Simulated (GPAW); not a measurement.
Runs of GPAW 26.7.0 on Ta3AsAu2O13. It takes space group R3m (No. 160, trigonal). Conventional cell: a = 10.485 Å, b = 10.485 Å, c = 12.428 Å, α = 90.00°, β = 90.00°, γ = 120.00°. Ta (site symmetry m) has 4 O at 1.82 to 1.95 Å as nearest neighbours. Around As (site symmetry 3m) lie 3 O at 1.76 Å. Au (site symmetry 3m) is surrounded by 3 O at 2.21 Å. Au (site symmetry 3m) is surrounded by 1 As at 2.39 Å and 1 Au at 2.67 Å. O (site symmetry m) has 1 As at 1.76 Å and 1 Ta at 1.93 Å as nearest neighbours. O (site symmetry 1) has 1 O at 1.44 Å as nearest neighbours. O (site symmetry m) is surrounded by 1 Ta at 1.82 Å. O (site symmetry 3m) is surrounded by 3 Ta at 2.11 Å. The cell was built by a generator and needn't be a form met in nature.

```tsv
task	level	potentials or basis	k mesh	band path	band points	k mesh for the DOS	dos width	gap on the mesh (eV)	pressure (GPa)	largest force (eV/Å)
band structure	GLLB-SC	the program's PAW data sets (release 1.2.1) made for this functional, pw	3 × 3 × 3	GPZQGFP1Q1LZ	80	-	-	2.36	-	-
electrostatic potential	PBE	GPAW PAW data sets (gpaw-data 1.2.1), pw	3 × 3 × 3	-	-	-	-	1.11	0.8	0.26
band structure	revPBE	the program's PAW data sets (release 1.2.1) made for this functional, pw	3 × 3 × 3	GPZQGFP1Q1LZ	80	-	-	1.14	2.7	(a)
band structure	AM05	PAW data sets generated in the run's folder for this functional, pw	3 × 3 × 3	GPZQGFP1Q1LZ	80	-	-	(b)	-2.0	0.51
band structure	PBE	GPAW PAW data sets (gpaw-data 1.2.1), pw	4 × 4 × 4	GPZQGFP1Q1LZ	80	-	-	1.08	0.8	0.26
electron localisation function	PBE	GPAW PAW data sets (gpaw-data 1.2.1), pw	4 × 4 × 4	-	-	-	-	1.08	0.8	0.26
density of states	PBE	GPAW PAW data sets (gpaw-data 1.2.1), pw	3 × 3 × 3	-	-	4 × 4 × 4	0 eV	1.11	0.8	0.26
```

Alike in all rows: no spin polarisation; cell as given; cutoff (eV) 800; smearing fermi-dirac 0.05 eV.

**Question.** Fill in the values left out.

**Answer.** (a) 0.31; (b) 1.07.

Caveats: spin-orbit coupling is left out, which moves the levels of the heavy elements; with this Au data set, volumes or pressures lay over 1.5 % or 2 GPa off other programs in two to four cells of ten (some runs); an odd mesh through Γ misses points on the zone boundary, where band edges often lie (some runs); the GLLB-SC gap is the Kohn-Sham gap of the path plus the derivative discontinuity (some runs); a model potential gives levels but no total energy (some runs).

A k mesh can miss the band edges, and the runs leave out spin-orbit coupling on As, Au, Ta.
